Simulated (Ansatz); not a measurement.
# NbN4H7: one species, many methods

The task here is to estimate one member of a computed series from the others.

The runs use Ansatz 0.2.0, Gaussian basis; functionals in def2-TZVPP, the program's frozen cores in correlated methods.

The runs, in order: LDA (SPW92), PBE-D4, revPBE-D4, BLYP-D4, r2SCAN-D4, B97M-V, PBE0-D4, B3LYP-D4, r2SCANh-D4, r2SCAN0-D4, HSE06-D4, BHLYP-D4, CAM-B3LYP-D4, LC-ωPBE, ωB97X-V, ωB97M-V, B2PLYP, PBE-QIDH; CCSD(T)/def2-SVP; CCSD(T)/def2-TZVPP; MP2/def2-QZVPP; extrapolation to the limit; RPA on PBE.

**Structure used throughout**

An earlier PBE0-D4 in a triple-zeta def2 set relaxation fixed the geometry. Nb takes the def2 core potential; no spin-orbit term is included.

SMILES `[NH]=[Nb]([NH2])([NH2])[NH2]`, 12 atoms, charge 0, spin multiplicity 1.

Atoms are counted from 1 here; the program's logs count them from 0.

Bond lengths: N1–Nb2 1.751 Å, N1–H6 1.008 Å, Nb2–N3 1.991 Å, Nb2–N4 1.991 Å, Nb2–N5 1.991 Å, N3–H7 1.011 Å, N3–H8 1.008 Å, N4–H9 1.011 Å, N4–H10 1.008 Å, N5–H11 1.008 Å, N5–H12 1.011 Å. Angles: Nb2–N1–H6 180.0°, N1–Nb2–N3 108.4°, N1–Nb2–N4 108.4°, N1–Nb2–N5 108.4°, N3–Nb2–N4 110.5°, N3–Nb2–N5 110.5°, N4–Nb2–N5 110.5°, Nb2–N3–H7 123.6°, Nb2–N3–H8 125.5°, H7–N3–H8 109.5°, Nb2–N4–H9 123.6°, Nb2–N4–H10 125.5°, H9–N4–H10 109.5°, Nb2–N5–H11 125.5°, Nb2–N5–H12 123.6°, H11–N5–H12 109.5°.

Set-up of the first run:

in.yaml

```yaml
crystal:
  periodic: [false, false, false]
  atoms:
    - {symbol: N, position_ang: [-1.892441, -0.033212, 0.308186]}
    - {symbol: Nb, position_ang: [-0.164245, -0.007187, 0.030293]}
    - {symbol: N, position_ang: [0.584220, -1.776020, 0.555989]}
    - {symbol: N, position_ang: [0.629796, 1.443500, 1.139521]}
    - {symbol: N, position_ang: [0.156331, 0.339036, -1.904299]}
    - {symbol: H, position_ang: [-2.887139, -0.047797, 0.468087]}
    - {symbol: H, position_ang: [1.417818, -2.174568, 0.146652]}
    - {symbol: H, position_ang: [0.097735, -2.483896, 1.084446]}
    - {symbol: H, position_ang: [1.578803, 1.426306, 1.486466]}
    - {symbol: H, position_ang: [0.112813, 2.170181, 1.610356]}
    - {symbol: H, position_ang: [-0.542109, 0.295033, -2.630430]}
    - {symbol: H, position_ang: [0.985419, 0.793324, -2.261368]}
basis:
  gaussian: {orbitals: def2-TZVPP}
hamiltonian: {xc: lda}
output: {orbitals: {seedname: orbitals}}
```

Launch:

```bash
$ ansatz run in.yaml --threads 2 --pin off --events-out ev --progress --plain --max-ram 22528MiB --backend cuda --devices 0, --max-vram 18GiB
```

Among the steps run: LDA; PBE-D4 (GGA); revPBE-D4 (GGA); BLYP-D4 (GGA); r2SCAN-D4 (meta-GGA); B97M-V (meta-GGA); PBE0-D4 (hybrid); B3LYP-D4 (hybrid); r2SCANh-D4 (hybrid); r2SCAN0-D4 (hybrid); HSE06-D4 (hybrid); BHLYP-D4 (hybrid); CAM-B3LYP-D4 (range-separated); LC-ωPBE (range-separated); ωB97X-V (range-separated); ωB97M-V (range-separated); B2PLYP (double hybrid); PBE-QIDH (double hybrid).

One of the session's tables, all rows but one given; the rest of the session is left out.

It belongs to the step «Frontier levels by functional». 

```
  functional  HOMO (eV)  gap (eV)
 LDA (SPW92)      -5.54      4.50
      PBE-D4      -5.35      4.49
   revPBE-D4      -5.28      4.49
     BLYP-D4      -5.23      4.47
   r2SCAN-D4      -5.64      4.93
      B97M-V      -5.69      5.04
     PBE0-D4      -6.69      6.68
    B3LYP-D4      -6.46      6.22
  r2SCANh-D4      -6.14      5.75
  r2SCAN0-D4          ?         ?
    HSE06-D4      -6.28      5.90
    BHLYP-D4      -7.95      8.47
CAM-B3LYP-D4      -8.07      8.76
     LC-ωPBE      -9.46     11.21
     ωB97X-V      -9.07     10.66
     ωB97M-V      -8.98     10.03
```

Estimate the missing values for r2SCAN0-D4.

Worked estimate for «HOMO (eV)». Against the share of exact exchange, r2SCAN-D4 (0, -5.64), r2SCANh-D4 (0.1, -6.14) give a slope of -5.00 per unit share; at 0.25 the line stands at -6.89.

**Answer.** HOMO (eV): -6.90; gap (eV): 6.99. In «HOMO (eV)» the line misses by +0.01.
